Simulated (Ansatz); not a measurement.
# Rb2NbSb2: the cost of one run

Method: DFT PBE, scalar-relativistic, plane waves, PAW, in Ansatz 0.2.0.

**1. The structure to begin with**

Symmetry: I4/mmm, No. 139, tetragonal system. Conventional cell: a = 4.860 Å, b = 4.860 Å, c = 12.751 Å, α = 90.00°, β = 90.00°, γ = 90.00°. Rb (site symmetry 4mm) is surrounded by 4 Sb at 2.90 Å and 1 Rb at 3.21 Å. Around Nb (site symmetry 4/mmm) lie 8 Rb at 3.79 Å and 8 Sb at 4.01 Å. Sb (site symmetry -4m2) has 4 Rb at 2.90 Å as nearest neighbours.

Coordinates:

```
Rb Nb Sb
1.0
    -2.42991    2.42991    6.37550
     2.42991   -2.42991    6.37550
     2.42991    2.42991   -6.37550
Rb Nb Sb
2 1 2
Cartesian
  0.0000 0.0000 7.9821
  0.0000 0.0000 4.7689
  0.0000 0.0000 0.0000
  2.4299 0.0000 3.1878
  0.0000 2.4299 3.1878
```

(A quick probe on a coarse mesh, which set the mesh and smearing, is not shown.)

**3. A loose first relaxation**

input.yaml reads:

```yaml
crystal:
  lattice:
    - [-2.4299089259, 2.4299089259, 6.3755036174]
    - [2.4299089259, -2.4299089259, 6.3755036174]
    - [2.4299089259, 2.4299089259, -6.3755036174]
  atoms:
    - { symbol: Rb, position: [0.626, 0.626, 0.0] }
    - { symbol: Rb, position: [0.374, 0.374, 0.0] }
    - { symbol: Nb, position: [0.0, 0.0, 0.0] }
    - { symbol: Sb, position: [0.25, 0.75, 0.5] }
    - { symbol: Sb, position: [0.75, 0.25, 0.5] }
basis:
  ecutwfc: 420
kpoints:
  mp_grid: { grid: [6, 6, 6] }
hamiltonian:
  xc: pbe
scf:
  occupations: { method: gaussian, width: 0.1 }
  lower_state_search: "off"
output:
  forces: true
  stress: true
  eigenvalues: true
relax:
  adjacent_minimum: "off"
  f_tol: 0.04
  max_steps: 70
  cell: { stress_tol: 0.4 }
```

The run is started by

```console
ansatz run input.yaml --threads 1 --pin off --max-ram 2560MiB --backend cpu --events-out ev --progress --plain --runs-dir out
```

**Question.** How long does this run take on 1 thread of Arm Neoverse V2, shared host, and how much memory does it need?

About 81 s, with a peak of 0.51 GiB.
